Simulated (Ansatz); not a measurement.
# CH5GeNO: how energies converge with the basis set

One table from this session's results is given with a row withheld; the runs are named, their logs left out.

The runs use Ansatz 0.2.0, Gaussian basis; one geometry, several basis sets.

Levels to be run: PBE0-D4/def2-SVP; ωB97M-V/def2-SVP; PBE0-D4/def2-QZVPP; ωB97M-V/def2-QZVPP; the functionals' def2-TZVPP values are taken from earlier runs.

## The relaxed structure

All runs share one geometry, relaxed beforehand with PBE0-D4 in a triple-zeta def2 set.

9 atoms, charge 0, spin multiplicity 1.

Atoms are counted from 1 here; the program's logs count them from 0.

Bond lengths: C1–O2 1.404 Å, C1–H5 1.099 Å, C1–H6 1.095 Å, C1–H7 1.095 Å, O2–Ge3 1.798 Å, Ge3–N4 1.812 Å, N4–H8 1.006 Å, N4–H9 1.009 Å. Angles: O2–C1–H5 112.9°, O2–C1–H6 110.0°, O2–C1–H7 110.0°, H5–C1–H6 107.9°, H5–C1–H7 107.9°, H6–C1–H7 108.1°, C1–O2–Ge3 120.8°, O2–Ge3–N4 93.4°, Ge3–N4–H8 123.7°, Ge3–N4–H9 122.6°, H8–N4–H9 113.7°.

The first run:

Input file in.yaml:

```yaml
crystal:
  periodic: [false, false, false]
  atoms:
    - {symbol: C, position_ang: [0.387044, 1.145658, -1.248396]}
    - {symbol: O, position_ang: [0.026578, 0.444569, -0.087166]}
    - {symbol: Ge, position_ang: [0.058996, -1.352683, -0.047933]}
    - {symbol: N, position_ang: [-0.500421, -1.433423, 1.674013]}
    - {symbol: H, position_ang: [0.677016, 0.482365, -2.075491]}
    - {symbol: H, position_ang: [-0.451879, 1.761325, -1.589679]}
    - {symbol: H, position_ang: [1.232354, 1.809214, -1.037631]}
    - {symbol: H, position_ang: [-0.642021, -2.294445, 2.174760]}
    - {symbol: H, position_ang: [-0.699167, -0.608880, 2.220422]}
basis:
  gaussian: {orbitals: def2-SVP}
hamiltonian: {xc: pbe0, dispersion: d4}
output: {orbitals: {seedname: orbitals}}
```

On the command line:

```console
> ansatz run in.yaml --threads 4 --pin off --events-out ev --progress --plain --max-ram 10444MiB
```

Steps of the session up to this table: PBE0-D4 in def2-SVP; ωB97M-V in def2-SVP; PBE0-D4 in def2-QZVPP; ωB97M-V in def2-QZVPP.

One of the session's tables, all rows but one given; the rest of the session is left out.

It belongs to the step «Functionals by basis». 

```
functional       basis  HOMO (eV)
   PBE0-D4    def2-SVP      -6.83
   PBE0-D4  def2-TZVPP      -6.96
   PBE0-D4  def2-QZVPP      -7.04
   ωB97M-V    def2-SVP      -9.04
   ωB97M-V  def2-TZVPP          ?
   ωB97M-V  def2-QZVPP      -9.26
```

Estimate the missing values for ωB97M-V, def2-TZVPP.

**Answer.** HOMO (eV): -9.19. In the column «HOMO (eV)» it lies between ωB97M-V, def2-QZVPP (-9.26) and ωB97M-V, def2-SVP (-9.04).
